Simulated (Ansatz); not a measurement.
# HgO2: geometry and frequencies at several levels

Aim: geometry and frequencies at several levels, for HgO2, with the cost of each level.

Method: the levels named in each step, in Ansatz 0.2.0.

## Step 1: The structure to begin with

Bond lengths: O1–O2 1.318 Å, O1–Hg3 1.979 Å, O2–Hg3 1.978 Å. Angles: O1–O2–Hg3 70.6°, O2–O1–Hg3 70.5°, O1–Hg3–O2 38.9°.

As a file:

```xyz
3

O    -1.6627   -0.4930    0.1260
O    -1.5053    0.5295   -0.6909
Hg    0.2528   -0.0022    0.0445
```

## Step 2: A rough first relaxation, PBE-D4/def2-SVP

The input, input.yaml:

```yaml
crystal:
  periodic: [false, false, false]
  atoms:
    - { symbol: O, position_ang: [-1.66273, -0.49305, 0.12602] }
    - { symbol: O, position_ang: [-1.50527, 0.52954, -0.69094] }
    - { symbol: Hg, position_ang: [0.2528, -0.00216, 0.04446] }
basis:
  gaussian: { orbitals: def2-SVP }
hamiltonian:
  xc: pbe
  dispersion: d4
relax:
  f_tol: 0.03
  max_steps: 200
```

Run with:

```
> ansatz run input.yaml --threads 2 --pin off --max-ram 5120MiB --backend cpu --events-out ev --progress --plain --runs-dir out
```

After this run come: Relaxation, HF/def2-SVP; Frequencies, HF/def2-SVP; Relaxation, LDA/def2-SVP; Frequencies, LDA/def2-SVP; Relaxation, PBE-D4/def2-SVP; Frequencies, PBE-D4/def2-SVP.

Before running it: what results should come out? Wanted: O1–O2 at PBE-D4/def2-SVP; frequencies at PBE-D4/def2-SVP.

The runs gave:

| quantity | value |
| --- | --- |
| O1–O2 at PBE-D4/def2-SVP | 1.216 Å |
| frequencies at PBE-D4/def2-SVP | 57 to 1584 cm⁻¹ |

What this shows: The O–O distance spreads over 0.064 Å, from HF/def2-SVP (shortest) to PBE-D4/def2-SVP. No mode is imaginary, so the geometry is a minimum. Heavy atoms carry effective core potentials in def2 sets, and spin-orbit coupling is left out.
